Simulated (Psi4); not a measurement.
**CoCl2 (SMILES [Cl][Co][Cl]): UHF/STO-6G, part 1 of 2**

What is the energy change on altering one bond length of CoCl2 at UHF/STO-6G? 

Program for the calculation: Psi4 1.11.

3 further runs of the same task are left out: 1 that didn't finish, 2 set aside as unsound or not needed.

## 1. The structure to begin with

The species is CoCl2 (3 atoms), meant as a quartet with charge 0. SMILES: `[Cl][Co][Cl]`. The shape comes from GFN2-xTB, which is rough for such elements, and wasn't checked as a minimum.

Bond lengths: Co1–Cl2 1.947 Å, Co1–Cl3 1.948 Å. Angles: Cl2–Co1–Cl3 180.0°.

## 2. Energy and one-electron properties at UHF/STO-6G

The input, run.py:

```python
import psi4

psi4.set_memory('1600 MB')
psi4.set_num_threads(1)
psi4.set_output_file('psi4.out', False)

mol = psi4.geometry("""
0 4
Co     0.000170     0.000100     0.000230
Cl    -0.014970    -0.018740     1.947170
Cl     0.014790     0.018640    -1.947410
symmetry c1
""")

options = {'basis': 'STO-6G', 'reference': 'uhf', 'scf_type': 'pk'}
psi4.set_options(options)

energy_value, wavefunction = psi4.energy('scf', molecule=mol, return_wfn=True)
psi4.oeprop(wavefunction, 'MBIS_CHARGES', 'MULLIKEN_CHARGES', 'MULTIPOLE(3)', 'QUADRUPOLE', title='SCF')
print(f'total energy {energy_value:.8f} hartree = {energy_value * 27.211386:.5f} eV')
```

Command:

```bash
$ python run.py
```

psi4.out:

```text
Psi4 1.11 release

   => Loading Basis Set <=

    Name: STO-6G
    Role: ORBITAL
    Keyword: BASIS

         ---------------------------------------------------------
                                   SCF
                              UHF Reference
                        1 Threads,   1525 MiB Core
         ---------------------------------------------------------

  ==> Geometry <==

    Molecular point group: c1
    Full point group: Cs

    Geometry (in Angstrom), charge = 0, multiplicity = 4:

       Center              X                  Y                   Z               Mass
    ------------   -----------------  -----------------  -----------------  -----------------
         CO          -0.000162897007     0.000189945424    -0.000000000000    58.933194290000
         CL           0.022410896996     1.947149100780     0.000000000000    34.968852682000
         CL          -0.022136365800    -1.947469216819    -0.000000000000    34.968852682000

  Running in c1 symmetry.

  Rotational constants: A = 5697908.68622  B =      0.06356  C =      0.06356 [cm^-1]
  Rotational constants: A = 170819005050.22827  B =   1905.36940  C =   1905.36937 [MHz]
  Nuclear repulsion =  288.713282537867372

  Charge       = 0
  Multiplicity = 4
  Electrons    = 61
  Nalpha       = 32
  Nbeta        = 29

  ==> Algorithm <==

  SCF Algorithm Type is PK.
  DIIS enabled.
  MOM disabled.
  Fractional occupation disabled.
  Guess Type is SAD.
  Energy threshold   = 1.00e-06
  Density threshold  = 1.00e-06
  Integral threshold = 1.00e-12

  ==> Primary Basis <==

  Basis Set: STO-6G
    Blend: STO-6G
    Number of shells: 18
    Number of basis functions: 36
    Number of Cartesian functions: 37
    Spherical Harmonics?: true
    Max angular momentum: 2

  ==> Integral Setup <==

  Using in-core PK algorithm.
   Calculation information:
      Number of atoms:                   3
      Number of AO shells:              18
      Number of primitives:            108
      Number of atomic orbitals:        37
      Number of basis functions:        36

      Integral cutoff                 1.00e-12
      Number of threads:                 1

  Performing in-core PK
  Using 444222 doubles for integral storage.
  We computed 11268 shell quartets total.
  Whereas there are 14706 unique shell quartets.

  ==> DiskJK: Disk-Based J/K Matrices <==

    J tasked:                  Yes
    K tasked:                  Yes
    wK tasked:                  No
    Memory [MiB]:             1144
    Schwarz Cutoff:          1E-12

  Minimum eigenvalue in the overlap matrix is 1.5152184345E-01.
  Reciprocal condition number of the overlap matrix is 7.7335458186E-02.
    Using symmetric orthogonalization.

  ==> Pre-Iterations <==

  SCF Guess: Superposition of Atomic Densities via on-the-fly atomic UHF (no occupation information).

   -------------------------
    Irrep   Nso     Nmo
   -------------------------
     A         36      36
   -------------------------
    Total      36      36
   -------------------------

  ==> Iterations <==

                        Total Energy        Delta E     RMS |[F,P]|

   @UHF iter SAD: -2289.68269269020902   -2.28968e+03   0.00000e+00
   @UHF iter   1: -2285.43402933247444    4.24866e+00   4.75405e-02 ADIIS/DIIS
   @UHF iter   2: -2281.84793118935431    3.58610e+00   6.63169e-02 ADIIS/DIIS
   @UHF iter   3: -2291.01469121702212   -9.16676e+00   7.32392e-03 ADIIS/DIIS
   @UHF iter   4: -2291.08782628890458   -7.31351e-02   4.51937e-03 ADIIS/DIIS
   @UHF iter   5: -2291.12335219598890   -3.55259e-02   2.21987e-03 ADIIS/DIIS
   @UHF iter   6: -2291.14017930368891   -1.68271e-02   1.31268e-03 ADIIS/DIIS
   @UHF iter   7: -2291.15095758113284   -1.07783e-02   9.28972e-04 ADIIS/DIIS
   @UHF iter   8: -2291.15654165472688   -5.58407e-03   3.73068e-04 ADIIS/DIIS
   @UHF iter   9: -2291.15681164168836   -2.69987e-04   2.11341e-04 ADIIS/DIIS
   @UHF iter  10: -2291.15701961899731   -2.07977e-04   6.34170e-05 DIIS
   @UHF iter  11: -2291.15703193402123   -1.23150e-05   2.54513e-05 DIIS
   @UHF iter  12: -2291.15703380230980   -1.86829e-06   1.88729e-05 DIIS
   @UHF iter  13: -2291.15703591018791   -2.10788e-06   6.63535e-06 DIIS
   @UHF iter  14: -2291.15703641730624   -5.07118e-07   3.15361e-06 DIIS
   @UHF iter  15: -2291.15703646266729   -4.53610e-08   7.50304e-07 DIIS
  Energy and wave function converged.

  ==> Post-Iterations <==

   @Spin Contamination Metric:   5.155703839E-01
   @S^2 Expected:                3.750000000E+00
   @S^2 Observed:                4.265570384E+00
   @S   Expected:                1.500000000E+00
   @S   Observed:                1.500000000E+00

    Orbital Energies [Eh]
    ---------------------

    Alpha Occupied:

       1A   -283.504488     2A   -104.902166     3A   -104.902045
       4A    -34.223553     5A    -30.442222     6A    -30.414013
       7A    -30.414012     8A    -10.336852     9A    -10.335773
      10A     -7.850548    11A     -7.849666    12A     -7.848079
      13A     -7.848079    14A     -7.847708    15A     -7.847708
      16A     -4.667008    17A     -3.440650    18A     -3.356422
      19A     -3.356422    20A     -1.053443    21A     -1.019390
      22A     -0.722602    23A     -0.722602    24A     -0.677317
      25A     -0.671082    26A     -0.613247    27A     -0.472078
      28A     -0.461947    29A     -0.457509    30A     -0.457509
      31A     -0.412243    32A     -0.412243

    Alpha Virtual:

      33A      0.158333    34A      0.158333    35A      0.183319
      36A      0.550994

    Beta Occupied:

       1A   -283.504539     2A   -104.903614     3A   -104.903492
       4A    -34.139546     5A    -30.345286     6A    -30.336617
       7A    -30.336617     8A    -10.339150     9A    -10.338080
      10A     -7.857264    11A     -7.856404    12A     -7.848258
      13A     -7.848258    14A     -7.847883    15A     -7.847883
      16A     -4.268734    17A     -2.901884    18A     -2.901884
      19A     -2.878712    20A     -1.050865    21A     -1.027886
      22A     -0.521728    23A     -0.480491    24A     -0.459684
      25A     -0.459684    26A     -0.442344    27A     -0.425511
      28A     -0.425511    29A     -0.243252

    Beta Virtual:

      30A      0.123660    31A      0.123660    32A      0.488452
      33A      0.522980    34A      0.547932    35A      0.547932
      36A      0.604619

    Final Occupation by Irrep:
              A
    DOCC [    29 ]
    SOCC [     3 ]
    NA   [    32 ]
    NB   [    29 ]

  @UHF Final Energy: -2291.15703646266729

   => Energetics <=

    Nuclear Repulsion Energy =            288.7132825378673715
    One-Electron Energy =               -3745.4584579748270698
    Two-Electron Energy =                1165.5881389742921783
    Total Energy =                      -2291.1570364626672927

  UHF NO Occupations:
  HONO-2 :   30  A 1.0000000
  HONO-1 :   31  A 1.0000000
  HONO-0 :   32  A 1.0000000
  LUNO+0 :   33  A 0.3011584
  LUNO+1 :   34  A 0.0008263
  LUNO+2 :   35  A 0.0005747
  LUNO+3 :   36  A 0.0005747

Computation Completed

Properties will be evaluated at   0.000000,   0.000000,   0.000000 [a0]

Properties computed using the SCF density matrix

 Multipole Moments:

 ------------------------------------------------------------------------------------
     Multipole            Electronic (a.u.)      Nuclear  (a.u.)        Total (a.u.)
 ------------------------------------------------------------------------------------

 L = 1.  Multiply by 2.5417464519 to convert [e a0] to [Debye]
 Dipole X            :         -0.0002496            0.0005080            0.0002583
 Dipole Y            :          0.0012313           -0.0005923            0.0006390
 Dipole Z            :         -0.0000000            0.0000000           -0.0000000
 Magnitude           :                                                    0.0006892

 ------------------------------------------------------------------------------------

	total time  =          2 seconds =       0.03 minutes

Properties will be evaluated at   0.000000,   0.000000,   0.000000 [a0]

Properties computed using the SCF density matrix

 Multipole Moments:

 ------------------------------------------------------------------------------------
     Multipole            Electronic (a.u.)      Nuclear  (a.u.)        Total (a.u.)
 ------------------------------------------------------------------------------------

 L = 1.  Multiply by 2.5417464519 to convert [e a0] to [Debye]
 Dipole X            :         -0.0002496            0.0005080            0.0002583
 Dipole Y            :          0.0012313           -0.0005923            0.0006390
 Dipole Z            :         -0.0000000            0.0000000           -0.0000000
 Magnitude           :                                                    0.0006892

 L = 2.  Multiply by 1.3450342976 to convert [e a0^2] to [Debye ang]
 Quadrupole XX       :        -28.5285083            0.0602412          -28.4682671
 Quadrupole XY       :         -5.3833613            5.2662579           -0.1171034
 Quadrupole XZ       :          0.0000000            0.0000000            0.0000000
 Quadrupole YY       :       -499.1167630          460.4118264          -38.7049365
 Quadrupole YZ       :         -0.0000000            0.0000000           -0.0000000
 Quadrupole ZZ       :        -28.4669232            0.0000000          -28.4669232
 Traceless XX        :        156.8422232         -153.4304480            3.4117751
 Traceless YY        :       -313.7460315          306.9211372           -6.8248943
 Traceless ZZ        :        156.9038083         -153.4906892            3.4131191

 L = 3.  Multiply by 0.7117614979 to convert [e a0^3] to [Debye ang^2]
 Octupole XXX        :          0.0017984            0.0000469            0.0018453
 Octupole XXY        :         -0.0011506            0.0027139            0.0015633
 Octupole XXZ        :         -0.0000000            0.0000000           -0.0000000
 Octupole XYY        :         -0.1193032            0.1162425           -0.0030607
 Octupole XYZ        :          0.0000000            0.0000000            0.0000000
 Octupole XZZ        :          0.0006090            0.0000000            0.0006090
 Octupole YYY        :          0.4321833           -0.4177765            0.0144068
 Octupole YYZ        :          0.0000000            0.0000000            0.0000000
 Octupole YZZ        :          0.0016487            0.0000000            0.0016487
 Octupole ZZZ        :          0.0000000            0.0000000            0.0000000

 ------------------------------------------------------------------------------------

 Multipole Moments:

 ------------------------------------------------------------------------------------
     Multipole            Electronic (a.u.)      Nuclear  (a.u.)        Total (a.u.)
 ------------------------------------------------------------------------------------

 L = 1.  Multiply by 2.5417464519 to convert [e a0] to [Debye]
 Dipole X            :         -0.0002496            0.0005080            0.0002583
 Dipole Y            :          0.0012313           -0.0005923            0.0006390
 Dipole Z            :         -0.0000000            0.0000000           -0.0000000
 Magnitude           :                                                    0.0006892

 L = 2.  Multiply by 1.3450342976 to convert [e a0^2] to [Debye ang]
 Quadrupole XX       :        -28.5285083            0.0602412          -28.4682671
 Quadrupole XY       :         -5.3833613            5.2662579           -0.1171034
 Quadrupole XZ       :          0.0000000            0.0000000            0.0000000
 Quadrupole YY       :       -499.1167630          460.4118264          -38.7049365
 Quadrupole YZ       :         -0.0000000            0.0000000           -0.0000000
 Quadrupole ZZ       :        -28.4669232            0.0000000          -28.4669232
 Traceless XX        :        156.8422232         -153.4304480            3.4117751
 Traceless YY        :       -313.7460315          306.9211372           -6.8248943
 Traceless ZZ        :        156.9038083         -153.4906892            3.4131191

 ------------------------------------------------------------------------------------
  Mulliken Charges: (a.u.)
   Center  Symbol    Alpha    Beta     Spin     Total
       1    CO    14.66616 11.52134  3.14482  0.81249
       2    CL     8.66698  8.73933 -0.07236 -0.40631
       3    CL     8.66686  8.73932 -0.07246 -0.40618

   Total alpha = 32.00000, Total beta = 29.00000, Total charge =  0.00000

  ==> Computing MBIS Charges <==

  Electron Count from Grid (Expected Number): 61.00001 (61.00000)
  Difference:  0.00001

  MBIS Charges: (a.u.)
   Center  Symbol  Z      Pop.       Charge
      1      CO   27   25.865161    1.134839
      2      CL   17   17.567409   -0.567409
      3      CL   17   17.567437   -0.567437

  MBIS Dipoles: [e a0]
   Center  Symbol  Z        X           Y           Z
      1      CO   27    0.000609   -0.000108   -0.000000
      2      CL   17    0.003664    0.307562    0.000000
      3      CL   17   -0.003373   -0.307668   -0.000000

  MBIS Quadrupoles: [e a0^2]
   Center  Symbol  Z      XX        XY        XZ        YY        YZ        ZZ
      1      CO   27   -9.2141    0.0065    0.0000   -8.6416   -0.0000   -9.2141
      2      CL   17   -9.6266   -0.0001    0.0000   -9.6119    0.0000   -9.6266
      3      CL   17   -9.6262    0.0004    0.0000   -9.6119   -0.0000   -9.6262

  MBIS Octupoles: [e a0^3]
   Center  Symbol  Z      XXX       XXY       XXZ       XYY       XYZ       XZZ       YYY       YYZ       YZZ       ZZZ
      1      CO   27    0.0052   -0.0001   -0.0000    0.0004    0.0000    0.0017    0.0003   -0.0000   -0.0001    0.0000
      2      CL   17    0.0625    1.7764   -0.0000   -0.0032   -0.0000    0.0208    3.2291    0.0000    1.7767    0.0000
      3      CL   17   -0.0594   -1.7757   -0.0000    0.0042    0.0000   -0.0198   -3.2295   -0.0000   -1.7760   -0.0000

  MBIS Radial Moments:
   Center  Symbol  Z      [a0^2]      [a0^3]      [a0^4]
      1      CO   27   27.069795   65.542293   218.181872
      2      CL   17   28.865122   65.595559   178.326665
      3      CL   17   28.864262   65.590744   178.303721

  MBIS Valence Widths: [a0]
   Center  Symbol  Z     Width
      1      CO   27    0.782446
      2      CL   17    0.518744
      3      CL   17    0.518737

  MBIS Valence Charges: (a.u.)
   Center  Symbol  Z     Charge
      1      CO   27   -2.121785
      2      CL   17   -9.074635
      3      CL   17   -9.074752
```

The script printed:

```text
total energy -2291.15703646 hartree = -62345.55851 eV
```

It took 6 s on 1 thread of Intel Xeon Platinum 8488C (Sapphire Rapids), shared host; peak memory 0.2 GiB.

Atomic charges (e):

| atom | MBIS | Mulliken |
| --- | --- | --- |
| Co1 | +1.135 | +0.812 |
| Cl2 | -0.567 | -0.406 |
| Cl3 | -0.567 | -0.406 |

(Continued in part 2 of 2.)
